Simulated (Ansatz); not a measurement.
Fe4Si: single point with PBEsol

Crystal: Fe4Si.

```
CELL_PARAMETERS angstrom
0.00000 2.02761 9.46634
1.52190 0.00000 9.46634
1.52190 2.02761 0.00000
ATOMIC_POSITIONS crystal
Fe 0.59302 0.60010 0.41259
Fe 0.17417 0.22114 0.81144
Fe 0.81233 0.79291 0.18977
Fe 0.42089 0.39124 0.58633
Si 0.99414 0.01025 0.99850
```

The cell comes from a database or a generator and needn't be the stable form of this composition.

The cell isn't the ideal one: atoms moved at random, drawn with an rms of 0.05 Å.

```yaml
Program: Ansatz 0.2.0
Task: single point
Functional: PBEsol
Potentials_or_basis: Ansatz PAW
Cutoff: "420 eV (not typed: the program's choice for these potentials)"
k_mesh: 11 × 11 × 11
Occupations: fermi-dirac, width 0.05 eV
Spin: collinear spin, ferromagnetic start
Starting_moments: "[3.0, 3.0, 3.0, 3.0, 0.0] μB"
```

```
Pressure               : -9.1 GPa
Largest force          : 0.452 eV/Å
Band gap on the k mesh : none (metal or under the smearing width)
Net moment             : 8.81 μB per cell
Absolute moment        : 9.37 μB per cell
Site moments           : Fe +1.90, +2.54, +2.57, +1.95; Si -0.06 μB
```

Forces on the atoms (eV/Å):
```
Fe   0.041 -0.065 -0.258
Fe  -0.224  0.124  0.373
Fe   0.147 -0.034 -0.115
Fe   0.171 -0.008  0.181
Si  -0.136 -0.016 -0.181
```

Stress tensor (GPa, compression positive):
```
-9.07  0.03 -0.36
 0.03 -9.37  0.08
-0.36  0.08 -8.98
```

Levels at points of the mesh, in eV from the Fermi level:
Spin up:
```
           k point  band 35  band 36  band 37  band 38  band 39  band 40  band 41  band 42  band 43  band 44
(0.00, 0.00, 0.00)    -1.34    -1.24    -1.14    -1.12    -1.03    -0.92    -0.32     6.64     8.82     9.05
```
Spin down:
```
           k point  band 27  band 28  band 29  band 30  band 31  band 32  band 33  band 34
(0.00, 0.00, 0.00)    -0.49    -0.42    -0.34    -0.17    -0.07     0.83     0.92     0.95
```

Wall time 11 min on 2 threads of Arm Neoverse N1 (shared host), peak memory 2.5 GiB.

Caveat: the PAW data sets come from PBE, with cores solved anew for the run's functional, which leaves a small shift of forces and pressure.
